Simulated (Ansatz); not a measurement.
# C₄H₁₂Cl₂FN₂Nb: small, medium and large basis sets

The task here is to estimate one member of a computed series from the others.

The runs use Ansatz 0.2.0, Gaussian basis; one geometry, several basis sets.

Plan: PBE0-D4/def2-SVP; ωB97M-V/def2-SVP; PBE0-D4/def2-QZVPP; ωB97M-V/def2-QZVPP; the functionals' def2-TZVPP values are taken from earlier runs.

## The relaxed structure

The geometry comes from an earlier relaxation with PBE0-D4 in a triple-zeta def2 set; it is a stationary point, not always the lowest conformer. Nb takes the def2 core potential; no spin-orbit term is included.

22 atoms, charge 0, spin multiplicity 1.

Atoms are counted from 1 here; the program's logs count them from 0.

Bond lengths: C1–N2 1.444 Å, C1–H11 1.089 Å, C1–H12 1.096 Å, C1–H13 1.097 Å, N2–C3 1.452 Å, N2–Nb4 1.931 Å, C3–H14 1.096 Å, C3–H15 1.096 Å, C3–H16 1.090 Å, Nb4–F5 1.876 Å, Nb4–Cl6 2.320 Å, Nb4–Cl7 2.379 Å, Nb4–N8 1.987 Å, N8–C9 1.449 Å, N8–C10 1.442 Å, C9–H17 1.090 Å, C9–H18 1.098 Å, C9–H19 1.097 Å and more. Angles: N2–C1–H11 110.5°, N2–C1–H12 110.8°, N2–C1–H13 110.3°, H11–C1–H12 108.5°, H11–C1–H13 108.9°, H12–C1–H13 107.9°, C1–N2–C3 113.3°, C1–N2–Nb4 126.9°, C3–N2–Nb4 119.3°, N2–C3–H14 110.7°, N2–C3–H15 109.6°, N2–C3–H16 111.2°, H14–C3–H15 109.0°, H14–C3–H16 107.8°, H15–C3–H16 108.4°, N2–Nb4–F5 120.7°, N2–Nb4–Cl6 107.8°, N2–Nb4–Cl7 96.4° and more.

Set-up of the first run:

File in.yaml:

```yaml
crystal:
  periodic: [false, false, false]
  atoms:
    - {symbol: C, position_ang: [1.177804, -1.253524, 1.073462]}
    - {symbol: N, position_ang: [1.381472, -0.091515, 0.240263]}
    - {symbol: C, position_ang: [2.616422, 0.615506, 0.530791]}
    - {symbol: Nb, position_ang: [0.327974, 0.438089, -1.288556]}
    - {symbol: F, position_ang: [-0.311449, -0.843738, -2.499877]}
    - {symbol: Cl, position_ang: [-0.018469, 2.727885, -1.152509]}
    - {symbol: Cl, position_ang: [2.152081, 0.691559, -2.795231]}
    - {symbol: N, position_ang: [-1.399859, 0.025890, -0.398937]}
    - {symbol: C, position_ang: [-1.673638, 0.666803, 0.871666]}
    - {symbol: C, position_ang: [-2.563654, -0.668901, -0.892476]}
    - {symbol: H, position_ang: [0.216229, -1.715921, 0.854367]}
    - {symbol: H, position_ang: [1.966981, -1.995835, 0.905350]}
    - {symbol: H, position_ang: [1.202475, -0.970341, 2.132986]}
    - {symbol: H, position_ang: [3.485945, -0.009296, 0.296331]}
    - {symbol: H, position_ang: [2.645670, 0.882903, 1.593538]}
    - {symbol: H, position_ang: [2.694727, 1.530492, -0.056071]}
    - {symbol: H, position_ang: [-0.766341, 1.076058, 1.315714]}
    - {symbol: H, position_ang: [-2.380161, 1.496408, 0.739746]}
    - {symbol: H, position_ang: [-2.116536, -0.050514, 1.573692]}
    - {symbol: H, position_ang: [-3.390479, 0.033064, -1.062770]}
    - {symbol: H, position_ang: [-2.338648, -1.179234, -1.825632]}
    - {symbol: H, position_ang: [-2.908544, -1.405830, -0.155846]}
basis:
  gaussian: {orbitals: def2-SVP}
hamiltonian: {xc: pbe0, dispersion: d4}
output: {orbitals: {seedname: orbitals}}
```

Among the steps run: PBE0-D4 in def2-SVP; ωB97M-V in def2-SVP; PBE0-D4 in def2-QZVPP; ωB97M-V in def2-QZVPP.

One table of the session follows, with a row left open; its other results are not shown here.

It belongs to the step «Density functionals: the series». 

| functional | basis | HOMO (eV) | LUMO (eV) |
| --- | --- | --- | --- |
| PBE0-D4 | def2-SVP | -7.04 | -2.38 |
| PBE0-D4 | def2-TZVPP | -7.07 | -2.42 |
| PBE0-D4 | def2-QZVPP | -7.08 | -2.42 |
| ωB97M-V | def2-SVP | -9.23 | -0.31 |
| ωB97M-V | def2-TZVPP | ? | ? |
| ωB97M-V | def2-QZVPP | -9.28 | -0.40 |

Estimate the missing values for ωB97M-V, def2-TZVPP.

**Answer.** HOMO (eV): -9.27; LUMO (eV): -0.38. In the column «HOMO (eV)» it lies between ωB97M-V, def2-QZVPP (-9.28) and ωB97M-V, def2-SVP (-9.23).
